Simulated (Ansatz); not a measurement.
# BrFIn, SMILES [F][In][Br]: a ladder of basis sets

Computed with Ansatz's Python interface.

Typed at the interpreter:
```pycon
>>> import ansatz as az
>>> GEOMETRY = """
... F    -0.11560    1.85230    0.12940
... In   -0.80410    0.12600   -0.42350
... Br    0.90880   -2.04310    0.28090
... """
>>> brfin = az.Crystal.molecule()
>>> for line in GEOMETRY.strip().splitlines():
...     symbol, *xyz = line.split()
...     brfin = brfin.atom(symbol, [float(v) for v in xyz])
...
>>> model = (
...     brfin.calculation()
...     .functional("hf")
...     .spin("collinear", total=1)
... )
>>> energies = {}
>>> for basis in ["def2-SVP", "def2-SVPD", "def2-TZVP", "def2-TZVPP"]:
...     summary = model.basis(gaussian=basis).run(threads=1).report
...     size = summary["n_frozen"] + summary["n_occupied"][0] + summary["n_virtual"][0]
...     energies[basis] = (summary["reference_energy_ev"] / 27.211386246, summary["free_energy_ev"] / 27.211386246)
...     print(f"{basis:14s} {size:4d} orbitals  reference {energies[basis][0]:14.6f} Ha  total {energies[basis][1]:14.6f} Ha")
...
def2-SVP         72 orbitals  reference   -2860.726934 Ha  total   -2860.726934 Ha
def2-SVPD        96 orbitals  reference   -2860.743990 Ha  total   -2860.743990 Ha
def2-TZVP       129 orbitals  reference   -2861.179443 Ha  total   -2861.179443 Ha
def2-TZVPP      129 orbitals  reference   -2861.179443 Ha  total   -2861.179443 Ha
>>> last = energies["def2-TZVPP"][1]
>>> for basis, (_, total) in energies.items():
...     print(f"{basis:14s} lies {27.211386 * (total - last):9.4f} eV above def2-TZVPP")
...
def2-SVP       lies   12.3134 eV above def2-TZVPP
def2-SVPD      lies   11.8493 eV above def2-TZVPP
def2-TZVP      lies    0.0000 eV above def2-TZVPP
def2-TZVPP     lies    0.0000 eV above def2-TZVPP
```

Against def2-SVP: def2-SVPD -17.1 mHa, def2-TZVP -452.5 mHa and def2-TZVPP -452.5 mHa. The last step alone is +0.00 mHa (these two sets differ little on atoms other than hydrogen). From the first set to the last the time grows from 1.6 to 8.9 s.

The drop along the ladder measures the basis error, and is no property of the molecule. The geometry is a force-field or estimated start, not a minimum of this method, and the last set is no limit. Much of the fall in a total is atomic energy, which cancels in bond and reaction energies. def2 sets replace the cores of elements past krypton by effective core potentials. The run takes the species as open-shell (spin multiplicity 2), which needn't be its ground state. Hardware and time: 24 s on 1 thread of Arm Neoverse V1 (shared host), peak memory 0.4 GiB.
